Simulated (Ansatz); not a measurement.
# MgPbBr3: the cost of one run

Method: DFT PBE, scalar-relativistic, plane waves, PAW, in Ansatz 0.2.0.

1 further run of the same task is left out (it didn't finish).

## (1) The starting structure

The structure is hexagonal, space group P-62m (No. 189). Conventional cell: a = 5.784 Å, b = 5.784 Å, c = 5.329 Å, α = 90.00°, β = 90.00°, γ = 120.00°. Mg (site symmetry -62m) has 2 Pb at 2.66 Å as nearest neighbours. Pb (site symmetry -62m) has 2 Mg at 2.66 Å and 6 Br at 2.88 to 2.91 Å as nearest neighbours. Around Br (site symmetry m2m) lie 2 Pb at 2.88 to 2.91 Å and 4 Br at 2.89 Å.

As a file:

```cif
data_structure
_symmetry_space_group_name_H-M 'P 1'
_symmetry_Int_Tables_number 1
_cell_length_a 5.7843
_cell_length_b 5.7843
_cell_length_c 5.3285
_cell_angle_alpha 90.000
_cell_angle_beta 90.000
_cell_angle_gamma 120.000
_cell_volume 154.40
loop_
_atom_site_label
_atom_site_type_symbol
_atom_site_fract_x
_atom_site_fract_y
_atom_site_fract_z
_atom_site_occupancy
Mg1 Mg 0.00000 0.00000 0.00000 1
Pb1 Pb 0.00000 0.00000 0.50000 1
Br1 Br 0.49748 0.00000 0.50000 1
Br2 Br 0.00000 0.49748 0.50000 1
Br3 Br 0.50252 0.50252 0.50000 1
```

Recipe of the guess: random cell by space group and Wyckoff sites (P-62m, No. 189). Its size is a rough estimate.

## (2) The guess as it stands, on a coarse mesh

File input.yaml:

```yaml
crystal:
  lattice:
    - [5.78427498, 0.0, 0.0]
    - [-2.89213749, 5.00932907, 0.0]
    - [0.0, 0.0, 5.32851356]
  atoms:
    - { symbol: Mg, position: [0.0, 0.0, 0.0] }
    - { symbol: Pb, position: [0.0, 0.0, 0.5] }
    - { symbol: Br, position: [0.49747693, 0.0, 0.5] }
    - { symbol: Br, position: [0.0, 0.49747693, 0.5] }
    - { symbol: Br, position: [0.50252307, 0.50252307, 0.5] }
basis:
  ecutwfc: 420
kpoints:
  mp_grid: { grid: [3, 3, 4] }
hamiltonian:
  xc: pbe
scf:
  occupations: { method: gaussian, width: 0.1 }
  lower_state_search: "off"
output:
  forces: true
  stress: true
  eigenvalues: true
```

Command:

```sh
$ ansatz run input.yaml --threads 1 --pin off --max-ram 2560MiB --backend cpu --events-out ev --progress --plain --runs-dir out
```

**Question.** How long does this run take on 1 thread of Intel Xeon Platinum 8488C (Sapphire Rapids), shared host, and how much memory does it need?

About 2.9 s, with a peak of 0.4 GiB.
